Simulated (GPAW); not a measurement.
# CoO (Fm-3m) in GPAW: single point with PBEsol

Aim: the single point of CoO with PBEsol.

Everything below comes from runs of GPAW 26.7.0. Logs are shortened: lines on timing, memory, paths and dates and some standing lists are left out, and cuts for length are marked. The log counts tension as positive stress, the text compression.

### Step 1. Starting point

Symmetry: Fm-3m, No. 225, cubic system. Conventional cell: a = 4.263 Å, b = 4.263 Å, c = 4.263 Å, α = 90.00°, β = 90.00°, γ = 90.00°. Around Co (site symmetry m-3m) lie 6 O at 2.13 Å. O (site symmetry m-3m) has 6 Co at 2.13 Å as nearest neighbours.

### Step 2. Single point, PBEsol, collinear spin, random start

run.py reads:

```python
from ase.dft.bandgap import bandgap
from ase.io import read, write
from ase.units import GPa
from gpaw import GPAW, PW, setup_paths

setup_paths.insert(0, '.')

atoms = read('CoO.xyz')
atoms.set_initial_magnetic_moments([0.49, 0.0])

calc = GPAW(mode=PW(800),
            xc='PBEsol',
            kpts={'size': (8, 8, 8), 'gamma': True},
            occupations={'name': 'methfessel-paxton', 'order': 0, 'width': 0.05},
            nbands=17,
            convergence={'density': 1e-05, 'energy': 1e-05},
            maxiter=150,
            txt='gpaw.txt')
atoms.calc = calc
energy = atoms.get_potential_energy()
forces = atoms.get_forces()
stress = atoms.get_stress()
calc.write('gs.gpw')
write('result.traj', atoms)
print(f'Energy: {energy:.6f} eV')
print('Forces (eV/A):')
print(forces.round(4))
print('Stress (GPa):', (stress / GPa).round(3))
print('Moments:', calc.get_magnetic_moments().round(3))
print('Fermi level:', round(calc.get_fermi_level(), 4), 'eV')
print(f'Gap: {bandgap(calc)[0]:.4f} eV, direct: {bandgap(calc, direct=True)[0]:.4f} eV')
```

CoO.xyz reads:

```xyz
2
Lattice="0.0000000000 2.1315016600 2.1315016600 2.1315016600 0.0000000000 2.1315016600 2.1315016600 2.1315016600 0.0000000000" Properties=species:S:1:pos:R:3 pbc="T T T"
Co     0.0000000000      0.0000000000      0.0000000000
O      2.1315016600      2.1315016600      2.1315016600
```

Potentials or basis: PAW data sets generated in the run's folder for this functional, pw.

Launch:

```console
$ gpaw-setup -f PBEsol Co O
$ OMP_NUM_THREADS=1 python run.py
```

gpaw.txt:

```text
__  _  _
 | _ |_)|_||  |
 |__||  | ||/\| - 26.7.0

Input parameters:
  mode=PW(ecut=800.0),
  convergence={'density': 1e-05, 'energy': 1e-05},
  kpts=MonkhorstPack(size=(8, 8, 8), gamma=True),
  maxiter=150,
  nbands=17,
  occupations=Occupations(name='methfessel-paxton', order=0, width=0.05),
  xc=XC(name='PBEsol')

Diagonalizing LCAO Hamiltonian
Converting LCAO to pw mode

              O

       Co

Atoms  # Å, Bohr magnetons
|   | symbol |        x |        y |        z |    initial magnetic moments |
|---|--------|----------|----------|----------|-----------------------------|
| 0 |     Co | 0.000000 | 0.000000 | 0.000000 | ( 0.0000,  0.0000,  0.4900) |
| 1 |      O | 2.131502 | 2.131502 | 2.131502 | ( 0.0000,  0.0000,  0.0000) |

Unit cell  # Å
| periodic |        x |        y |        z |  lengths |    angles |
|----------|----------|----------|----------|----------|-----------|
|      yes | 0.000000 | 2.131502 | 2.131502 | 3.014399 | 60.000000 |
|      yes | 2.131502 | 0.000000 | 2.131502 | 3.014399 | 60.000000 |
|      yes | 2.131502 | 2.131502 | 0.000000 | 3.014399 | 60.000000 |

Number of symmetries: 48
Symmetry operations  # r_c * U_cc + t_c -> r_c
|    | kind |            matrix            |
|----|------|------------------------------|
|  0 |  σ   |  1, 0, 0,  1, 0,-1,  1,-1, 0 |
|  1 |  C2  |  1, 0, 0,  1,-1, 0,  1, 0,-1 |
|  2 |  E   |  1, 0, 0,  0, 1, 0,  0, 0, 1 |
|  3 |  σ   |  1, 0, 0,  0, 0, 1,  0, 1, 0 |
|  4 |  C4  |  1, 0,-1,  1, 0, 0,  1,-1, 0 |
|  5 |  S6  |  1, 0,-1,  1,-1, 0,  1, 0, 0 |
|  6 |  σ   |  1, 0,-1,  0, 1,-1,  0, 0,-1 |
|  7 |  C3  |  1, 0,-1,  0, 0,-1,  0, 1,-1 |
|  8 |  S6  |  1,-1, 0,  1, 0, 0,  1, 0,-1 |
|  9 |  C4  |  1,-1, 0,  1, 0,-1,  1, 0, 0 |
| 10 |  C3  |  1,-1, 0,  0,-1, 1,  0,-1, 0 |
| 11 |  σ   |  1,-1, 0,  0,-1, 0,  0,-1, 1 |
| 12 |  σ   |  0, 1, 0,  1, 0, 0,  0, 0, 1 |
| 13 |  C4  |  0, 1, 0,  0, 1,-1, -1, 1, 0 |
| 14 |  C3  |  0, 1, 0,  0, 0, 1,  1, 0, 0 |
| 15 |  S6  |  0, 1, 0, -1, 1, 0,  0, 1,-1 |
| 16 |  C2  |  0, 1,-1,  1, 0,-1,  0, 0,-1 |
| 17 |  σ   |  0, 1,-1,  0, 1, 0, -1, 1, 0 |
| 18 |  S4  |  0, 1,-1,  0, 0,-1,  1, 0,-1 |
| 19 |  C4  |  0, 1,-1, -1, 1, 0,  0, 1, 0 |
| 20 |  C3  |  0, 0, 1,  1, 0, 0,  0, 1, 0 |
| 21 |  σ   |  0, 0, 1,  0, 1, 0,  1, 0, 0 |
| 22 |  S6  |  0, 0, 1,  0,-1, 1, -1, 0, 1 |
| 23 |  C4  |  0, 0, 1, -1, 0, 1,  0,-1, 1 |
| 24 |  S4  |  0, 0,-1,  1, 0,-1,  0, 1,-1 |
| 25 |  C3  |  0, 0,-1,  0, 1,-1,  1, 0,-1 |
| 26 |  C2  |  0, 0,-1,  0,-1, 0, -1, 0, 0 |
| 27 |  S6  |  0, 0,-1, -1, 0, 0,  0,-1, 0 |
| 28 |  S4  |  0,-1, 1,  1,-1, 0,  0,-1, 0 |
| 29 |  C4  |  0,-1, 1,  0, 0, 1, -1, 0, 1 |
| 30 |  C2  |  0,-1, 1,  0,-1, 0,  1,-1, 0 |
| 31 |  σ   |  0,-1, 1, -1, 0, 1,  0, 0, 1 |
| 32 |  C3  |  0,-1, 0,  1,-1, 0,  0,-1, 1 |
| 33 |  S6  |  0,-1, 0,  0, 0,-1, -1, 0, 0 |
| 34 |  S4  |  0,-1, 0,  0,-1, 1,  1,-1, 0 |
| 35 |  C2  |  0,-1, 0, -1, 0, 0,  0, 0,-1 |
| 36 |  C2  | -1, 1, 0,  0, 1, 0,  0, 1,-1 |
| 37 |  S6  | -1, 1, 0,  0, 1,-1,  0, 1, 0 |
| 38 |  S4  | -1, 1, 0, -1, 0, 1, -1, 0, 0 |
| 39 |  C3  | -1, 1, 0, -1, 0, 0, -1, 0, 1 |
| 40 |  S6  | -1, 0, 1,  0, 0, 1,  0,-1, 1 |
| 41 |  C2  | -1, 0, 1,  0,-1, 1,  0, 0, 1 |
[... 108 lines left out ...]
  niter=2

density mixing:
  MSR1-Mixer
  Pratt-step length: 0.05
  Maximum mixing coefficient: 0.75
  Old densities: 10
  SVD Regularization: 0.005
  Good broyden scale: 1.0
  Trust region scale: 1.0
  Backstep threshold: 4.0
  History deletion threshold: 6.0
  Fourier metric: weight=20.0, sigma=0.015

occupation numbers:
  Methfessel-Paxton:
    width: 0.0500  # eV
    order: 0

poisson solver:
  ecut: 6400.0  # eV

xc functional:
  name: PBEsol with 2 nearest neighbor stencil

convergence criteria:
- Maximum integral of absolute [dens]ity change: 1e-05 electrons / valence electron
- Maximum [total energy] change in last 3 cyles: 1e-05 eV / valence electron
- Maximum integral of absolute [eigenst]ate change: 4e-08 eV^2 / valence electron
maximum number of iterations: 150

SCF iterations
|iter     | |      energy | eigst |  dens |  magmom |
|---------|-|-------------|-------|-------|---------|
|iter:   1| |  -15.255004 | -0.00 |       |  +0.4904|
|iter:   2| |  -15.177960 | -2.23 | -1.04 |  +0.4986|
|iter:   3| |  -14.976619 | -1.83 | -1.08 |  +0.6024|
|iter:   4| |  -14.976025 | -2.29 | -1.29 |  +0.7344|
|iter:   5| |  -14.979871 | -2.84 | -1.48 |  +0.8347|
|iter:   6| |  -15.211578 | -2.20 | -1.26 |  +1.6203|
|iter:   7| |  -15.106711 | -2.86 | -1.28 |  +1.2639|
|iter:   8| |  -15.075379 | -4.07 | -1.38 |  +1.1358|
|iter:   9| |  -15.191916 | -2.89 | -1.34 |  +1.6155|
|iter:  10| |  -15.326905 | -2.63 | -1.42 |  +2.3144|
|iter:  11| |  -15.214424 | -2.72 | -1.34 |  +1.7446|
|iter:  12| |  -15.337811 | -2.50 | -1.47 |  +2.4608|
|iter:  13| |  -15.352341 | -3.53 | -1.49 |  +2.6550|
|iter:  14| |  -15.357306 | -3.75 | -1.77 |  +2.8492|
|iter:  15| |  -15.353209 | -3.83 | -2.07 |  +2.7007|
|iter:  16| |  -15.358130 | -3.62 | -1.97 |  +2.9199|
|iter:  17| |  -15.358170 | -5.07 | -2.78 |  +2.9453|
|iter:  18| |  -15.358168c| -7.01 | -3.62 |  +2.9447|
|iter:  19| |  -15.358170c| -7.01 | -3.82 |  +2.9485|
|iter:  20| |  -15.358170c| -8.16c| -4.46 |  +2.9479|
|iter:  21| |  -15.358170c| -8.85c| -5.19c|  +2.9479|

Converged in 21 steps
Energy contributions relative to reference atoms: (reference = -39902.827428)

Energy contributions:
  Kinetic:          23.717167
  Coulomb:         -20.971935
  Zero:              0.110008
  External:          0.000000
  Xc:              -18.210780
  Entropy:          -0.005260
  Spinorbit:         0.000000
  ----------------------------
  Free energy:     -15.360800
  Extrapolated:    -15.358170

dipole moment: (-11.385610, -11.385610, -11.385610)  # |e|*Ang

Total magnetic moment: (0.000000, 0.000000, 2.947884)

Local magnetic moments
|        x |        y |        z |
|----------|----------|----------|
| 0.000000 | 0.000000 | 2.529238 |  # Co   0
| 0.000000 | 0.000000 | 0.246317 |  # O    1

Fermi level: 8.658
Eigenvalues  # (at kpt = [0.000, 0.000, 0.000])
| band index |      eig [eV] | occ [0-1] |      eig [eV] | occ [0-1] |
|------------|---------------|-----------|---------------|-----------|
|          0 |       -11.642 |     1.000 |       -11.112 |     1.000 |
|          1 |         5.345 |     1.000 |         5.946 |     1.000 |
|          2 |         5.345 |     1.000 |         5.946 |     1.000 |
|          3 |         5.345 |     1.000 |         5.946 |     1.000 |
|          4 |         5.348 |     1.000 |         7.540 |     1.000 |
|          5 |         5.348 |     1.000 |         7.540 |     1.000 |
[... 9 lines left out ...]
|         15 |        29.696 |     0.000 |        30.680 |     0.000 |
|         16 |        29.696 |     0.000 |        30.680 |     0.000 |

No gap
No difference between direct/indirect transitions

Forces  # eV/Ang
|       x |        y |       z |
|---------|----------|---------|
| 0.00000 |  0.00000 | 0.00000 |  # Co   0
| 0.00000 | -0.00000 | 0.00000 |  # O    1

Stress tensor  # eV/Ang^3
|         x |         y |        z |
|-----------|-----------|----------|
|  0.064448 | -0.000000 | 0.000000 |
| -0.000000 |  0.064448 | 0.000000 |
|  0.000000 |  0.000000 | 0.064448 |

# Writing to gs.gpw (mode='')
```

stdout:

```text
Energy: -15.358170 eV
Forces (eV/A):
[[ 0.  0.  0.]
 [ 0. -0.  0.]]
Stress (GPa): [10.326 10.326 10.326  0.     0.    -0.   ]
Moments: [2.529 0.246]
Fermi level: 8.6578 eV
Gap: 0.0000 eV, direct: 0.0000 eV
```

Run time: 30 s. Hardware: 1 thread of Arm Neoverse V2, shared host; peak memory 0.16 GiB.

What came out:

| Property | Result |
| --- | --- |
| Free energy | -15.3608 eV |
| Pressure | -10.3 GPa |
| Band gap on the k mesh | none (metal or under the smearing width) |
| Net moment | 2.95 μB per cell |
| Site moments | Co +2.53; O +0.25 μB |

Caveat: a cell with one magnetic atom can't hold antiferromagnetic order, which such compounds often take; semilocal functionals often make such compounds metallic where correlation or magnetic order opens a gap, which also shifts bond lengths. With open d or f shells a metallic result of PBEsol can be an artefact of self-interaction; +U or a hybrid may open a gap.
